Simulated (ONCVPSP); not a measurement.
**Er: generating and testing an ONCV potential**

Do these settings give a usable potential? It is generated, then checked for transferability, scattering, ghosts and hardness.

The numbers are computed with ONCVPSP 4.0.1 (LDA (Perdew-Wang 92), scalar-relativistic, spin-unpolarised reference atom).

### Step 1. Settings

Typed settings, in words:

* element: erbium (Er, Z = 68)
* type: optimised norm-conserving Vanderbilt (ONCV)
* frozen core: [Kr] 4d10
* valence charge: 22
* reference configuration: 4f12 5s2 5p6 6s0.5 (charge +1.5)
* partial waves: 5s+6s: rc 1.80 bohr, ncon 4, nbas 8, qcut 7.4 1/bohr, 2 projectors; 5p: rc 1.55 bohr, ncon 4, nbas 8, qcut 5.3 1/bohr, 2 projectors, debl 3.2 Ha; d scattering state at 0.02 Ha: rc 1.35 bohr, ncon 4, nbas 7, qcut 6.9 1/bohr, 1 projector; 4f: rc 0.80 bohr, ncon 4, nbas 8, qcut 18.2 1/bohr, 2 projectors, debl 0.6 Ha
* local potential: polynomial inside 0.60 bohr (lpopt 5, dvloc0 0 Ha)
* core correction: Teter function fitted to the true core (icmod 2), fcfact 0.75

An earlier all-electron run gives the scale for the radii.

All-electron outer shells of the reference configuration (LDA (PZ), scalar-relativistic, ld1.x):

```tsv
shell	level (eV)	outermost node (bohr)	outermost maximum (bohr)
5s	-62.56	0.60	1.11
5p	-37.02	0.65	1.28
4f	-13.78	–	0.51
6s	-12.19	1.50	3.02
5d	-10.25	0.73	1.95
6p	-8.03	1.82	3.88
```

### Step 2. Generating the potential

File Er.dat:

```
# ATOM AND REFERENCE CONFIGURATION
# atsym  z   nc   nv     iexc    psfile
  Er 68.00    9    4  -001012      upf
#
#   n    l    f
    1    0    2.00
    2    0    2.00
    2    1    6.00
    3    0    2.00
    3    1    6.00
    3    2   10.00
    4    0    2.00
    4    1    6.00
    4    2   10.00
    4    3   12.00
    5    0    2.00
    5    1    6.00
    6    0    0.50
#
# PSEUDOPOTENTIAL AND OPTIMIZATION
# lmax
    3
#
#   l,   rc,      ep,       ncon, nbas, qcut
    0    1.80    0.00    4    8    7.40
    1    1.55    0.00    4    8    5.30
    2    1.35    0.02    4    7    6.90
    3    0.80    0.00    4    8   18.20
#
# LOCAL POTENTIAL
# lloc, lpopt,  rc(5),   dvloc0
    4    5    0.60    0.00
#
# VANDERBILT-KLEINMAN-BYLANDER PROJECTORs
# l, nproj, debl
    0    2    0.90
    1    2    3.20
    2    1    1.20
    3    2    0.60
#
# MODEL CORE CHARGE
# icmod, fcfact, rcfact
    2    0.75    1.15
#
# LOG DERIVATIVE ANALYSIS
# epsh1, epsh2, depsh
   -4.00    5.00    0.02
#
# OUTPUT GRID
# rlmax, drl
    6.00    0.01
#
# TEST CONFIGURATIONS
# ncnf
    4
# nvcnf
#   n    l    f
    4
    4    3   12.00
    5    0    2.00
    5    1    6.00
    6    0    2.00
#
    4
    4    3   12.00
    5    0    2.00
    5    1    6.00
    6    0    1.00
#
    4
    4    3   12.00
    5    0    2.00
    5    1    6.00
    6    0    0.00
#
    5
    4    3   12.00
    5    0    2.00
    5    1    6.00
    6    0    1.00
    6    1    1.00
#
```

The run is started by

```console
$ oncvpsp.x < Er.dat > Er.out
```

Before running it: what results should come out? Wanted: cutoffs for 1 and 0.1 mHa per electron, occupied waves; bound ghosts; GHOST(+) flags; largest test error; largest phase difference near zero energy, channels read; rms error of d²Exc/dn², without and with the model core; projector energies reset by the program.

As calculated:

| quantity | value |
| --- | --- |
| cutoffs for 1 and 0.1 mHa per electron, occupied waves | 166 Ha and 405 Ha |
| bound ghosts | s at -1040.22 eV, p at -322.57 eV, d at -86.60 eV |
| GHOST(+) flags | s at 137 eV |
| largest test error (AE − PS) | -1.4 meV, for 4f12 5s2 5p6 6s0 |
| largest phase difference near zero energy, channels read | 0.000 rad |
| rms error of d²Exc/dn², without and with the model core | 5.79 and 1.05 mHa |
| projector energies reset by the program | d: 0.050 Ha |

In words: A bound ghost (s, p, d) makes it unfit for use: electrons can fall into a state that the atom doesn't have. Close by lies the frozen 4p level (-324.3 eV). By total energies transferability is very good: the largest error is 1.4 meV on 6.8 eV, for 4f12 5s2 5p6 6s0. Atomic tests can pass in spite of a ghost, since they solve only for the levels asked. By its cutoff, 166 Ha for the looser tolerance, it is very hard. At the looser tolerance the 4f wave is the slowest; 5p needs 38 Ha. Near zero energy the phases of the channels with partial waves agree within 0.001 rad. The pseudo curves have a pole with no partner nearby in the atom's: d at -3.14 Ha. The program also flags highly localised states, GHOST(+) (s). These are tests on the free atom; a crystal test is still owed.
